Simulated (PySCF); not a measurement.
# C₅H₁₀NPSi: electronic excitations

Aim: predict the electronic excitations of C₅H₁₀NPSi (`C#C[Si@](N)(P)C1CC1`).

Programs: PySCF 2.14.0, with density-fitted response routines of our own. Each step states its level of theory. These are calculated values for one molecule in the gas phase, unless marked as measured. Atoms are numbered from 0 throughout.

**1. The molecule as given**

18 atoms, charge 0, multiplicity 1; geometry from: GFN2-xTB.

Bonds of the start (Å): C0–C1 1.20, C1–Si2 1.87, Si2–N3 1.72, Si2–P4 2.26, Si2–C5 1.89, C5–C6 1.50, C6–C7 1.49, C7–C5 1.50, C0–H8 1.05, N3–H9 1.01, N3–H10 1.01, P4–H11 1.38, P4–H12 1.38, C5–H13 1.08, C6–H14 1.08, C6–H15 1.08, C7–H16 1.08, C7–H17 1.08.

**2. TDDFT and polarisability: wB97X-D/def2-SVPD**

The job: settings as JSON, then the geometry in Å.

```
{"job": {"kind": "uv", "xc": "wB97X-D", "basis": "def2-SVPD", "nstates": 8, "ntriplets": 3}, "charge": 0, "multiplicity": 1}
C     -2.596041    -2.030889    -0.770902
C     -1.829773    -1.188224    -0.384362
Si    -0.711555     0.174659     0.231942
N     -0.223284     0.031492     1.879696
P     -1.823182     2.139544     0.181179
C      0.833074     0.132354    -0.853951
C      2.139211     0.650304    -0.323213
C      1.957558    -0.813218    -0.545953
H     -3.256156    -2.776595    -1.112526
H      0.301899    -0.774010     2.177618
H     -0.856812     0.327565     2.604319
H     -2.805432     1.680967    -0.676817
H     -1.085403     2.670587    -0.860523
H      0.657581     0.308013    -1.909246
H      2.785555     1.198427    -0.993316
H      2.164055     1.008745     0.694464
H      2.473034    -1.278227    -1.373370
H      1.866910    -1.455176     0.316669
```

Method: TDDFT wB97X-D/def2-SVPD, vertical, gas phase, core orbitals frozen in the response.

The run is started by

```console
OMP_NUM_THREADS=1 python probes_run.py task.json out
```

One launch serves the whole session: the jobs run in the order shown.

What will the session give for the following? lowest singlet (wB97X-D/def2-SVPD); brightest single state of those computed; lowest triplet; surface potential, 1st and 99th percentile. Wanted: lowest singlet; brightest single state of those computed; lowest triplet; surface potential, 1st and 99th percentile.

The runs gave:

| quantity | value |
| --- | --- |
| lowest singlet (wB97X-D/def2-SVPD) | 6.03 eV (206 nm), f = 0.001 |
| brightest single state of those computed | state 7, 7.10 eV, f = 0.301 |
| lowest triplet | 5.11 eV |
| surface potential, 1st and 99th percentile | -0.94 V and 1.55 V |

What this shows: The lowest singlet, at 6.03 eV, is HOMO→LUMO+1 0.45, HOMO−3→LUMO+1 0.10 and is dark; of the 8 states computed, the strongest absorption comes from state 7 at 7.10 eV. The lowest triplet lies 0.92 eV below the lowest singlet (triplets in Tamm-Dancoff, singlets in full TDDFT).
